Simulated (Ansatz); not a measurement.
# AlH7O2Si: the cost of one run

The runs use Ansatz 0.2.0, Gaussian basis; PBE0-D4, def2-SVP first, then def2-TZVP.

152 further runs of the same task are left out: 152 set aside as unsound or not needed. Runs told in other sessions of the task aren't counted.

### 1 The system as given

The guess: 11 atoms, charge 0, spin multiplicity 1.

Atoms are counted from 1 here; the program's logs count them from 0.

Bond lengths: Al1–O2 1.775 Å, Al1–H3 1.542 Å, Al1–H4 1.541 Å, Al1–H5 1.698 Å, Al1–O6 1.810 Å, O2–H5 1.183 Å, O2–H8 0.956 Å, H5–O6 1.252 Å, O6–Si7 1.629 Å, Si7–H9 1.459 Å, Si7–H10 1.467 Å, Si7–H11 1.464 Å. Angles: O2–Al1–H3 111.2°, O2–Al1–H4 111.3°, O2–Al1–H5 39.8°, O2–Al1–O6 81.4°, H3–Al1–H4 123.7°, H3–Al1–H5 118.0°, H3–Al1–O6 110.6°, H4–Al1–H5 118.2°, H4–Al1–O6 110.7°, H5–Al1–O6 41.7°, Al1–O2–H5 66.6°, Al1–O2–H8 171.7°, H5–O2–H8 121.6°, Al1–H5–O2 73.6°, Al1–H5–O6 74.0°, O2–H5–O6 147.6°, Al1–O6–H5 64.4°, Al1–O6–Si7 170.4° and more.

Coordinates:

```mol
AlH7O2Si
  3D, bonds by distance, orders not assigned

 11 12  0  0  0  0  0  0  0  0999 V2000
   -1.4865   -0.2757    0.5721 Al  0  0
   -0.2854   -0.9444    1.6947 O   0  0
   -2.2430   -1.3972   -0.1671 H   0  0
   -2.1702    0.9732    1.1627 H   0  0
    0.1955   -0.4280    0.7450 H   0  0
    0.0126    0.1843   -0.3315 O   0  0
    1.1904    0.7088   -1.3274 Si  0  0
    0.2540   -1.3397    2.3777 H   0  0
    0.5813    1.6138   -2.2955 H   0  0
    2.1760    1.3823   -0.4755 H   0  0
    1.7755   -0.4775   -1.9552 H   0  0
  1  2  8  0
  1  3  8  0
  1  4  8  0
  1  5  8  0
  1  6  8  0
  2  5  8  0
  2  8  8  0
  5  6  8  0
  6  7  8  0
  7  9  8  0
  7 10  8  0
  7 11  8  0
M  END
```

Distances that are to change: Al1–O6 1.81 Å, O2–H5 1.18 Å, Al1–O2 1.77 Å, H5–O6 1.25 Å.

### 2 Relaxing the guess with the reacting distances held

hold/in.yaml

```yaml
crystal:
  periodic: [false, false, false]
  atoms:
    - {symbol: Al, position_ang: [-1.486500, -0.275700, 0.572100]}
    - {symbol: O, position_ang: [-0.285400, -0.944400, 1.694700]}
    - {symbol: H, position_ang: [-2.243000, -1.397200, -0.167100]}
    - {symbol: H, position_ang: [-2.170200, 0.973200, 1.162700]}
    - {symbol: H, position_ang: [0.195500, -0.428000, 0.745000]}
    - {symbol: O, position_ang: [0.012600, 0.184300, -0.331500]}
    - {symbol: Si, position_ang: [1.190400, 0.708800, -1.327400]}
    - {symbol: H, position_ang: [0.254000, -1.339700, 2.377700]}
    - {symbol: H, position_ang: [0.581300, 1.613800, -2.295500]}
    - {symbol: H, position_ang: [2.176000, 1.382300, -0.475500]}
    - {symbol: H, position_ang: [1.775500, -0.477500, -1.955200]}
basis:
  gaussian: {orbitals: def2-SVP}
hamiltonian: {xc: pbe0, dispersion: d4}
relax: {f_tol: 0.04, max_steps: 150, escape_saddle: false, constraints: [{distance: [0, 5]}, {distance: [1, 4]}, {distance: [0, 1]}, {distance: [4, 5]}]}
```

Command:

```sh
$ ansatz run in.yaml --threads 4 --pin off --events-out ev --progress --plain --max-ram 9574MiB
```

**Question.** How long does this run take on 4 threads of Arm Neoverse V1, shared host?

About 17 s.
